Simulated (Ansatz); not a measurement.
# N on W (Tungsten) (110)

One table from this session's results is given with a row withheld; the runs are named, their logs left out.

Method: DFT PBE, scalar-relativistic, plane waves, PAW, in Ansatz 0.2.0.

**Starting point**

The structure is cubic, space group Im-3m (No. 229). The conventional cell has a = 3.184 Å, b = 3.184 Å, c = 3.184 Å, α = 90.00°, β = 90.00°, γ = 90.00°. Around W (site symmetry m-3m) lie 8 W at 2.76 Å.

Structure file:

```cif
data_structure
_symmetry_space_group_name_H-M 'P 1'
_symmetry_Int_Tables_number 1
_cell_length_a 2.7570
_cell_length_b 2.7570
_cell_length_c 2.7570
_cell_angle_alpha 109.471
_cell_angle_beta 109.471
_cell_angle_gamma 109.471
_cell_volume 16.13
loop_
_atom_site_label
_atom_site_type_symbol
_atom_site_fract_x
_atom_site_fract_y
_atom_site_fract_z
_atom_site_occupancy
W1 W 0.00000 0.00000 0.00000 1
```

It is the result of an earlier relaxation at this level (volume 16.13 Å³/atom; gap on the mesh: none (metal)).

A (110) slab, 6.8 Å thick as cut, with 17 Å of vacuum, in a 2×2 surface cell; its outer planes are W (top) and W (bottom).

The slab as cut. Its planes from the bottom up:

| plane | atoms per cell | height over the lowest (Å) |
| --- | --- | --- |
| 1 | W4 | 0.00 |
| 2 | W4 | 2.25 |
| 3 | W4 | 4.50 |
| 4 | W4 | 6.75 |

Set-up of the first run:

Planes are indexed in the bulk's conventional cell (Im-3m (No. 229)), a = 3.184 Å, b = 3.184 Å, c = 3.184 Å, α = 90.00°, β = 90.00°, γ = 90.00°.

The input, input.yaml:

```yaml
crystal:
  lattice:
    - [5.5140796769, 0.0, 0.0]
    - [-1.838026559, 5.1987241753, 0.0]
    - [0.0, 0.0, 23.7533408047]
  atoms:
    - { symbol: W, position: [0.25, 0.25, 0.3578444005] }
    - { symbol: W, position: [0.25, 0.75, 0.3578444005] }
    - { symbol: W, position: [0.75, 0.25, 0.3578444005] }
    - { symbol: W, position: [0.75, 0.75, 0.3578444005] }
    - { symbol: W, position: [0.5, 0.5, 0.4526148002] }
    - { symbol: W, position: [0.5, 0.0, 0.4526148002] }
    - { symbol: W, position: [0.0, 0.5, 0.4526148002] }
    - { symbol: W, position: [0.0, 0.0, 0.4526148002] }
    - { symbol: W, position: [0.75, 0.75, 0.5473851998] }
    - { symbol: W, position: [0.75, 0.25, 0.5473851998] }
    - { symbol: W, position: [0.25, 0.75, 0.5473851998] }
    - { symbol: W, position: [0.25, 0.25, 0.5473851998] }
    - { symbol: W, position: [0.0, 0.0, 0.6421555995] }
    - { symbol: W, position: [0.0, 0.5, 0.6421555995] }
    - { symbol: W, position: [0.5, 0.0, 0.6421555995] }
    - { symbol: W, position: [0.5, 0.5, 0.6421555995] }
basis:
  ecutwfc: 420
kpoints:
  mp_grid: { grid: [6, 6, 1] }
hamiltonian:
  xc: pbe
scf:
  occupations: { method: gaussian, width: 0.1 }
output:
  forces: true
  eigenvalues: true
  write_density: true
  write_potential: true
  elf: true
  volumetric_format: npy
relax:
  adjacent_minimum: "off"
  f_tol: 0.03
  max_steps: 70
  constraints: [{ sites: [0, 1, 2, 3, 4, 5, 6, 7] }]
efield:
  axis: 3
  dipole_correction: true
```

The run is started by

```console
$ ansatz run input.yaml --threads 4 --pin off --max-ram 10240MiB --backend cpu --events-out ev --progress --plain --runs-dir out
```

Steps of the session up to this table: Relaxing the clean slab; Start: N, top (W); Start: N, hollow (nearest W); Start: N, bridge (W-W); Start: N, hollow over W.

One of the session's tables, all rows but one given; the rest of the session is left out.

| start | E_ads (eV) | height (Å) | Δφ, top (eV) | Δ dipole (e·Å) |
| --- | --- | --- | --- | --- |
| top (W) at (0.00, 0.00) | -4.73 | 1.76 | +1.45 | -0.226 |
| hollow (nearest W) at (0.17, 0.83) | -7.21 | 1.10 | +0.18 | -0.023 |
| bridge (W-W) at (0.00, 0.75) | ? | ? | ? | ? |
| hollow over W at (0.75, 0.75) | -7.20 | 1.10 | +0.20 | -0.025 |

Estimate the missing values for bridge (W-W) at (0.00, 0.75).

The run gave: E_ads (eV): -6.43; height (Å): 1.30; Δφ, top (eV): +0.44; Δ dipole (e·Å): -0.061. In the column «E_ads (eV)» it lies between hollow over W at (0.75, 0.75) (-7.20) and top (W) at (0.00, 0.00) (-4.73).

Caveats from the session: A start on a symmetric site keeps its symmetry, so an end may be a saddle point and not a minimum. Spin-orbit coupling is left out for W. Spin polarisation is off in the runs that give these values; a magnetic solution could lie lower. Warnings in the runs' records: xc potential rough in thin density.
